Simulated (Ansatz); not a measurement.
## BiTe under changes of volume

One of the cells (33.725 Å³/atom); the others are scaled copies at fixed shape and fractional positions:

```
Bi Te
1.0
     2.42271    1.39875    3.31729
    -2.42271    1.39875    3.31729
     0.00000   -2.79750    3.31729
Bi Te
1 1
Direct
  0.50000 0.50000 0.50000
  0.00000 0.00000 0.00000
```

The cell comes from a database or a generator and needn't be the stable form of this composition.

```yaml
Program: Ansatz 0.2.0
Functional: PBE
Potentials_or_basis: PseudoDojo standard (PBE files)
Cutoff: 1120 eV
Density_cutoff: 4480 eV
k_mesh: 7 × 7 × 7
Occupations: fermi-dirac, width 0.05 eV
Spin: no spin polarisation
```

| volume (Å³/atom) | energy over the lowest point (meV/atom) | pressure (GPa) |
| --- | --- | --- |
| 31.701 | 21.71 | 3.5 |
| 32.376 | ? | ? |
| 33.050 | 2.51 | 1.1 |
| 33.725 | 0.00 | 0.1 |
| 34.399 | 1.57 | -0.8 |
| 35.074 | 6.80 | -1.6 |
| 35.748 | 15.30 | -2.4 |

Q: What does the run at 32.376 Å³/atom give?

A: Energy over the lowest point 9.57 meV/atom; pressure 2.2 GPa.

Worked out: A Birch-Murnaghan fit of order 3 (a polynomial in V^(-2/3)) to the other rows has its minimum at 33.79 Å³/atom with B0 = V·E''(V) = 48 GPa and B' = 4.5 at fixed shape and positions, which overstates the stiffness. It gives 9.56 meV/atom at 32.376 Å³/atom, against the run's 9.57, and -dE/dV = 2.3 GPa, against 2.2.

Energies are extrapolated to zero smearing.
